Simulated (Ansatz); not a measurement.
# Barium, simple cubic under r²SCAN: ground state and equation of state

The plan for barium in the simple cubic structure: relax it, solve it on a dense k-mesh, switch on spin-orbit coupling, then scale the cell to 7 volumes from 88 to 112 % of the relaxed one and try a fit of the equation of state. The k-meshes are 8×8×8 for the relaxation; 13×13×13 for the dense run; 8×8×8 for spin-orbit coupling; 9×9×9 for the volumes.

This is Ba in the simple cubic structure; at room conditions it is bcc.

Program: Ansatz 0.2.0. Level of theory: DFT r2SCAN, plane waves (500 eV) with PAW, scalar-relativistic; PBE-made PAW files. These are calculated values, not measurements.

### 1 Starting point

The structure is cubic, space group Pm-3m (No. 221). Conventional cell: a = 4.072 Å, b = 4.072 Å, c = 4.072 Å, α = 90.00°, β = 90.00°, γ = 90.00°. Ba (site symmetry m-3m) is surrounded by 6 Ba at 4.07 Å.

Structure file:

```cif
data_structure
_symmetry_space_group_name_H-M 'P 1'
_symmetry_Int_Tables_number 1
_cell_length_a 4.0716
_cell_length_b 4.0716
_cell_length_c 4.0716
_cell_angle_alpha 90.000
_cell_angle_beta 90.000
_cell_angle_gamma 90.000
_cell_volume 67.50
loop_
_atom_site_label
_atom_site_type_symbol
_atom_site_fract_x
_atom_site_fract_y
_atom_site_fract_z
_atom_site_occupancy
Ba1 Ba 0.00000 0.00000 0.00000 1
```

### 2 Geometry optimisation

File input.yaml:

```yaml
crystal:
  lattice:
    - [4.0716264249, 0.0, 0.0]
    - [0.0, 4.0716264249, 0.0]
    - [0.0, 0.0, 4.0716264249]
  atoms:
    - { symbol: Ba, position: [0.0, 0.0, 0.0] }
hamiltonian:
  xc: r2scan
  pseudopotentials:
    kind: paw
    azcp:
      Ba: "pseudopotentials/Ba.paw.azcp"
basis:
  ecutwfc: 500
  fft_grid_basis: typed
kpoints:
  mp_grid: { grid: [8, 8, 8], shift: [0, 0, 0] }
magnetization:
  spin_polarized: false
scf:
  occupations: { method: fermi_dirac, width: 0.1 }
relax:
  max_steps: 60
  f_tol: 0.01
  cell: {}
```

The run is started by

```console
> ansatz run input.yaml --threads 1 --pin off --max-ram 3584MiB --backend cpu --events-out ev --progress --plain --runs-dir out
```

After this run come: Dense single point; Spin-orbit coupling switched on; Equation of state: 88 %; Equation of state: 92 %; Equation of state: 96 %; Equation of state: 100 %; Equation of state: 104 %; Equation of state: 108 %; Equation of state: 112 %.

Q: Predict the outcome of this session. Wanted: space group; conventional cell; volume; shortest distance; gap on the mesh; relative to bcc; V₀, B₀, B₀′.

**Answer**, as computed:

| quantity | value |
| --- | --- |
| space group (spins left aside) | Pm-3m (No. 221) |
| conventional cell | a = 3.909 Å |
| volume | 59.715 Å³/atom |
| shortest distance | 3.909 Å |
| gap on the mesh | none (levels filled in part) |
| relative to bcc | +241 meV/atom |
| V₀, B₀, B₀′ | 59.989 Å³/atom, 8.3 GPa, 2.9 |

In words: The relaxation shrank the cell by 11.5 % in volume. Against the reference form of barium (bcc, computed apart with the same settings) it stands 241 meV/atom higher, so it is far from stable. Levels at the Fermi energy are filled in part, as in a metal. The total energy of the spin-orbit run lies +13.4 eV/atom from the scalar one, but the two kinds of run don't share a zero of energy: only differences within one kind count. B₀ comes out at 8.3 GPa, a soft solid. Relaxation kept the symmetry; phonons were not checked.
